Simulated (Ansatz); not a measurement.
# CH6Ge: the cost of one run

Computed with Ansatz 0.2.0, Gaussian basis. Level: PBE0-D4/def2-TZVP structures, single points in def2-TZVPP, no counterpoise correction.

Levels: SPW92, PBE-D4, BLYP-D4, r2SCAN-D4, B97M-V, PBE0-D4, B3LYP-D4, r2SCAN0-D4, BHLYP-D4, CAM-B3LYP-D4, wB97X-V, wB97M-V, B2PLYP, PBE-QIDH, RPA on PBE, Hartree-Fock, MP2, CCSD, CCSD(T).

Correlated methods freeze the cores. Filled d shells of the heavier atoms are correlated. B3LYP uses VWN-RPA correlation. B2PLYP carries no dispersion term here.

94 further runs of the same task are left out: 94 set aside as unsound or not needed.

## Step 1: Where the work starts

The complex: 12 atoms, charge 0, spin multiplicity 1.

Atoms are counted from 1 here; the program's logs count them from 0.

Bond lengths: Ge1–C2 1.948 Å, Ge1–H3 1.541 Å, Ge1–H4 1.544 Å, Ge1–H5 1.541 Å, C2–H8 1.091 Å, C2–H9 1.091 Å, C2–H10 1.090 Å, H6–N7 1.013 Å, N7–H11 1.013 Å, N7–H12 1.013 Å. Angles: C2–Ge1–H3 111.2°, C2–Ge1–H4 110.8°, C2–Ge1–H5 111.2°, H3–Ge1–H4 107.6°, H3–Ge1–H5 108.4°, H4–Ge1–H5 107.6°, Ge1–C2–H8 110.4°, Ge1–C2–H9 110.4°, Ge1–C2–H10 108.1°, H8–C2–H9 108.7°, H8–C2–H10 109.6°, H9–C2–H10 109.6°, H6–N7–H11 107.2°, H6–N7–H12 107.2°, H11–N7–H12 107.0°.

Coordinates:

```
Ge   -1.03116    0.87068    0.57777
C    -0.11712   -0.55185    1.54449
H    -1.79007    0.31662   -0.64299
H    -2.06101    1.57578    1.48619
H    -0.03558    1.93897    0.08699
H     1.91214   -1.05980   -2.10170
N     1.15398   -0.46858   -1.78371
H     0.41087   -0.14683    2.40873
H    -0.83319   -1.29838    1.89043
H     0.59673   -1.01733    0.86502
H     1.43453    0.49097   -1.94597
H     0.35978   -0.65017   -2.38535
```

Its parts: CH6Ge holds atoms 1, 2, 3, 4, 5, 8, 9, 10; NH3 holds atoms 6, 7, 11, 12. Each part counts its atoms afresh in its own runs.

## Step 2: Relaxing CH6Ge alone

relax-a/in.yaml

```yaml
crystal:
  periodic: [false, false, false]
  atoms:
    - {symbol: Ge, position_ang: [-1.031162, 0.870684, 0.577770]}
    - {symbol: C, position_ang: [-0.117117, -0.551850, 1.544494]}
    - {symbol: H, position_ang: [-1.790074, 0.316624, -0.642986]}
    - {symbol: H, position_ang: [-2.061008, 1.575782, 1.486191]}
    - {symbol: H, position_ang: [-0.035584, 1.938969, 0.086988]}
    - {symbol: H, position_ang: [0.410875, -0.146833, 2.408728]}
    - {symbol: H, position_ang: [-0.833187, -1.298385, 1.890425]}
    - {symbol: H, position_ang: [0.596728, -1.017326, 0.865024]}
basis:
  gaussian: {orbitals: def2-TZVP}
hamiltonian: {xc: pbe0, dispersion: d4}
relax: {f_tol: 0.005, max_steps: 200}
```

Command:

```console
$ ansatz run in.yaml --threads 4 --pin off --events-out ev --progress --plain --max-ram 9574MiB
```

**Question.** How long does this run take on 4 threads of AMD EPYC, shared host?

About 12 s.
